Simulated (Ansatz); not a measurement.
**C7H12: a ladder of functionals and wavefunction methods**

How much do the methods differ for C7H12? The plan is to run it at one geometry with functionals of several rungs and with coupled cluster. The yardstick is the atomisation energy at the CCSD(T) limit.

Method: functionals in def2-TZVPP, the program's frozen cores in correlated methods; program: Ansatz 0.2.0, Gaussian basis.

The runs, in order: LDA (SPW92), PBE-D4, revPBE-D4, BLYP-D4, r2SCAN-D4, B97M-V, PBE0-D4, B3LYP-D4, r2SCANh-D4, r2SCAN0-D4, HSE06-D4, BHLYP-D4, CAM-B3LYP-D4, LC-ωPBE, ωB97X-V, ωB97M-V, B2PLYP, PBE-QIDH; CCSD(T)/def2-SVP; CCSD(T)/def2-TZVPP; MP2/def2-QZVPP; extrapolation to the limit; RPA on PBE.

## 1. The geometry

All runs share one geometry, relaxed beforehand with PBE0-D4 in a triple-zeta def2 set.

SMILES `CCC1C=CCC1`, 19 atoms, charge 0, spin multiplicity 1.

Atoms are counted from 1 here; the program's logs count them from 0.

Bond lengths: C1–C2 1.519 Å, C1–H8 1.094 Å, C1–H9 1.093 Å, C1–H10 1.092 Å, C2–C3 1.523 Å, C2–H11 1.097 Å, C2–H12 1.096 Å, C3–C4 1.504 Å, C3–C7 1.541 Å, C3–H13 1.102 Å, C4–C5 1.327 Å, C4–H14 1.085 Å, C5–C6 1.500 Å, C5–H15 1.084 Å, C6–C7 1.536 Å, C6–H16 1.098 Å, C6–H17 1.094 Å, C7–H18 1.095 Å and more. Angles: C2–C1–H8 111.0°, C2–C1–H9 111.4°, C2–C1–H10 111.4°, H8–C1–H9 107.5°, H8–C1–H10 107.7°, H9–C1–H10 107.6°, C1–C2–C3 113.2°, C1–C2–H11 110.0°, C1–C2–H12 109.5°, C3–C2–H11 108.6°, C3–C2–H12 109.0°, H11–C2–H12 106.3°, C2–C3–C4 114.3°, C2–C3–C7 114.2°, C2–C3–H13 107.5°, C4–C3–C7 102.2°, C4–C3–H13 108.6°, C7–C3–H13 109.8° and more.

## 2. LDA

This LDA is Slater exchange with PW92 correlation.

in.yaml reads:

```yaml
crystal:
  periodic: [false, false, false]
  atoms:
    - {symbol: C, position_ang: [1.043523, -1.377321, -1.829937]}
    - {symbol: C, position_ang: [1.339471, -0.403183, -0.702762]}
    - {symbol: C, position_ang: [0.128770, 0.423620, -0.289646]}
    - {symbol: C, position_ang: [0.402610, 1.416899, 0.805412]}
    - {symbol: C, position_ang: [-0.558267, 1.439517, 1.721028]}
    - {symbol: C, position_ang: [-1.657876, 0.471803, 1.396143]}
    - {symbol: C, position_ang: [-1.029073, -0.403317, 0.301344]}
    - {symbol: H, position_ang: [0.682632, -0.850674, -2.718311]}
    - {symbol: H, position_ang: [0.276075, -2.100257, -1.541556]}
    - {symbol: H, position_ang: [1.935331, -1.939512, -2.115956]}
    - {symbol: H, position_ang: [1.707193, -0.947206, 0.175394]}
    - {symbol: H, position_ang: [2.147119, 0.272617, -1.005647]}
    - {symbol: H, position_ang: [-0.219005, 0.970170, -1.180854]}
    - {symbol: H, position_ang: [1.277796, 2.057989, 0.804251]}
    - {symbol: H, position_ang: [-0.584867, 2.100840, 2.579690]}
    - {symbol: H, position_ang: [-2.541758, 1.010290, 1.030061]}
    - {symbol: H, position_ang: [-1.989374, -0.108977, 2.261703]}
    - {symbol: H, position_ang: [-0.609800, -1.305429, 0.759862]}
    - {symbol: H, position_ang: [-1.750482, -0.727866, -0.450198]}
basis:
  gaussian: {orbitals: def2-TZVPP}
hamiltonian: {xc: lda}
output: {orbitals: {seedname: orbitals}}
```

Command:

```console
$ ansatz run in.yaml --threads 2 --pin off --events-out ev --progress --plain --max-ram 32768MiB --backend cuda --devices 0, --max-vram 18GiB
```

Further steps of the session: PBE-D4 (GGA); revPBE-D4 (GGA); BLYP-D4 (GGA); r2SCAN-D4 (meta-GGA); B97M-V (meta-GGA); B3LYP-D4 (hybrid); r2SCANh-D4 (hybrid); r2SCAN0-D4 (hybrid); HSE06-D4 (hybrid); BHLYP-D4 (hybrid); CAM-B3LYP-D4 (range-separated); LC-ωPBE (range-separated); ωB97X-V (range-separated); ωB97M-V (range-separated); B2PLYP (double hybrid); PBE-QIDH (double hybrid); CCSD(T) in def2-SVP; CCSD(T) in def2-TZVPP; MP2 in def2-QZVPP; RPA on PBE orbitals.

Before running them: what should the planned runs give, taken together? Wanted: atomisation energy, CCSD(T)/CBS; farthest beyond LDA; mean size of error, GGA; mean size of error, meta-GGA; mean size of error, hybrid; mean size of error, range-separated; mean size of error, double hybrid; gap, smallest and largest; T1 diagnostic.

As calculated:

| quantity | value |
| --- | --- |
| atomisation energy, CCSD(T)/CBS | 1909.5 kcal/mol |
| functionals within 9.5 kcal/mol (0.5 %) | revPBE-D4, BLYP-D4, r2SCAN-D4, B97M-V, B3LYP-D4, r2SCANh-D4, r2SCAN0-D4, LC-ωPBE, ωB97X-V, ωB97M-V, PBE-QIDH |
| farthest beyond LDA | PBE-D4 (+45.1 kcal/mol) |
| mean size of error, GGA | 19.1 kcal/mol |
| mean size of error, meta-GGA | 6.2 kcal/mol |
| mean size of error, hybrid | 16.5 kcal/mol |
| mean size of error, range-separated | 6.5 kcal/mol |
| mean size of error, double hybrid | 11.5 kcal/mol |
| gap, smallest and largest | 5.18 eV (LDA (SPW92)), 12.44 eV (LC-ωPBE) |
| T1 diagnostic | 0.0095 |
| triples share of the correlation energy | 4.2 % |

**Reading.** LDA overbinds by 265.7 kcal/mol (14 %). PBE-D4 misses by +45.1 kcal/mol. Double hybrids carry the basis error of their MP2 part in triple zeta, and no dispersion term here, so their miss is partly the set-up's. The rungs meta-GGA, range-separated miss on average by less than the doubt on the reference (9.5 kcal/mol), so they tie. Misses under about 9.5 kcal/mol are within the doubt on the reference itself, which lacks core-valence correlation, relativity and higher excitations. Hartree-Fock recovers 76 % of the binding; the rest is correlation. CCSD(T) in def2-SVP is off by -63.7 kcal/mol, which most functionals beat. The gap grows from 5.2 to 12.4 eV across the functionals, mostly with the share of exact exchange.
